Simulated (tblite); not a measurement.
# C5H14BNS2: the cost of one run

The runs use tblite 0.8.0 and PySCF 2.14.0, with density-fitted response routines of our own; the level of theory stands in each step. All values are computed, except where a source is named. Atoms are numbered from 0 throughout.

## Step 1: The starting structure

23 atoms, charge 0, multiplicity 1; geometry from: force field or distance geometry start.

Bonds of the start (Å): C0–S1 1.83, S1–B2 1.90, B2–N3 1.56, N3–C4 1.47, C4–C5 1.52, C5–C6 1.52, B2–S7 1.91, S7–C8 1.83, C6–C4 1.51, C0–H9 1.11, C0–H10 1.11, C0–H11 1.10, B2–H12 1.18, N3–H13 1.04, N3–H14 1.06, C4–H15 1.11, C5–H16 1.10, C5–H17 1.11, C6–H18 1.11, C6–H19 1.12, C8–H20 1.11, C8–H21 1.11, C8–H22 1.10.

## Step 2: Optimising the geometry with GFN2-xTB

The job: settings as JSON, then the geometry in Å.

```
{"job": {"kind": "relax", "xc": "GFN2-xTB", "basis": "xTB"}, "charge": 0, "multiplicity": 1}
C      3.359800     1.281600    -0.117100
S      1.866300     1.965200     0.693200
B      0.701400     0.566800     0.149300
N     -0.766600     1.085400     0.219200
C     -1.679400     0.150200    -0.454400
C     -3.151800     0.411400    -0.158900
C     -2.452100    -0.801600     0.432500
S      0.940300    -0.922600     1.314700
C      1.153500    -2.168600    -0.006200
H      3.570700     0.265900     0.271100
H      3.197400     1.247500    -1.217000
H      4.212000     1.940900     0.103900
H      0.944000     0.289100    -0.976100
H     -0.818500     2.000500    -0.262600
H     -1.027900     1.230100     1.234100
H     -1.468600    -0.142400    -1.501100
H     -3.840400     0.173700    -0.985000
H     -3.359000     1.209600     0.582100
H     -2.724300    -1.761300    -0.045700
H     -2.246100    -0.726300     1.531900
H      0.244400    -2.191700    -0.650600
H      2.043300    -1.921200    -0.615500
H      1.297000    -3.155300     0.468500
```

On the command line:

```console
OMP_NUM_THREADS=1 python probes_run.py task.json out
```

One launch serves the whole session: the jobs run in the order shown.

Q: Estimate the wall time and peak memory of this first job on 1 thread of Arm Neoverse V1, shared host.

About 1 s, with a peak of 0.18 GiB.
